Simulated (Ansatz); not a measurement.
# CH5Al: the cost of one run

Program: Ansatz 0.2.0, Gaussian basis. Level of theory: PBE0-D4/def2-TZVP structures, single points in def2-TZVPP, no counterpoise correction. These are calculated values, not measurements.

Levels: SPW92, PBE-D4, BLYP-D4, r2SCAN-D4, B97M-V, PBE0-D4, B3LYP-D4, r2SCAN0-D4, BHLYP-D4, CAM-B3LYP-D4, wB97X-V, wB97M-V, B2PLYP, PBE-QIDH, RPA on PBE, Hartree-Fock, MP2, CCSD, CCSD(T).

Cores are frozen in the correlated methods. B3LYP uses VWN-RPA correlation. B2PLYP carries no dispersion term here.

95 further runs of the same task are left out: 1 that didn't finish, 94 set aside as unsound or not needed. Runs told in other sessions of the task aren't counted.

### 1 The starting structure

The complex: 13 atoms, charge 0, spin multiplicity 1.

Atoms are counted from 1 here; the program's logs count them from 0.

Bond lengths: Al1–O2 1.999 Å, Al1–H4 1.602 Å, Al1–H5 1.609 Å, Al1–C7 1.969 Å, O2–C3 1.434 Å, O2–H6 0.963 Å, C3–H8 1.090 Å, C3–H9 1.088 Å, C3–H10 1.091 Å, C7–H11 1.095 Å, C7–H12 1.096 Å, C7–H13 1.096 Å. Angles: O2–Al1–H4 97.7°, O2–Al1–H5 98.5°, O2–Al1–C7 99.3°, H4–Al1–H5 115.8°, H4–Al1–C7 120.3°, H5–Al1–C7 117.5°, Al1–O2–C3 118.1°, Al1–O2–H6 112.4°, C3–O2–H6 110.5°, O2–C3–H8 109.6°, O2–C3–H9 106.0°, O2–C3–H10 110.6°, H8–C3–H9 109.8°, H8–C3–H10 111.0°, H9–C3–H10 109.6°, Al1–C7–H11 112.5°, Al1–C7–H12 110.4°, Al1–C7–H13 113.0° and more.

As a file:

```xyz
13
charge 0, multiplicity 1
Al   -0.8524   -0.4740    0.4056
O     0.6855    0.6680   -0.1651
C     0.5122    2.0916   -0.1491
H    -0.9782    0.0692    1.9075
H    -1.9530    0.0744   -0.6323
H     1.0625    0.3830   -1.0037
C    -0.0772   -2.2491    0.0541
H     1.4752    2.5792   -0.3024
H     0.1274    2.3367    0.8386
H    -0.2078    2.3994   -0.9090
H     0.8147   -2.4447    0.6577
H    -0.8003   -3.0358    0.2961
H     0.1913   -2.3982   -0.9980
```

Its parts: CH5Al holds atoms 1, 4, 5, 7, 11, 12, 13; CH4O holds atoms 2, 3, 6, 8, 9, 10. Each part counts its atoms afresh in its own runs.

### 2 Relaxing CH5Al alone

Input file relax-a/in.yaml:

```yaml
crystal:
  periodic: [false, false, false]
  atoms:
    - {symbol: Al, position_ang: [-0.852417, -0.473987, 0.405592]}
    - {symbol: H, position_ang: [-0.978232, 0.069166, 1.907540]}
    - {symbol: H, position_ang: [-1.952967, 0.074436, -0.632324]}
    - {symbol: C, position_ang: [-0.077184, -2.249122, 0.054088]}
    - {symbol: H, position_ang: [0.814680, -2.444671, 0.657743]}
    - {symbol: H, position_ang: [-0.800270, -3.035751, 0.296117]}
    - {symbol: H, position_ang: [0.191278, -2.398186, -0.998023]}
basis:
  gaussian: {orbitals: def2-TZVP}
hamiltonian: {xc: pbe0, dispersion: d4}
relax: {f_tol: 0.005, max_steps: 200}
```

Launch:

```bash
$ ansatz run in.yaml --threads 4 --pin off --events-out ev --progress --plain --max-ram 9574MiB
```

**Question.** How long does this run take on 4 threads of Arm Neoverse N1, shared host?

About 6.5 s.
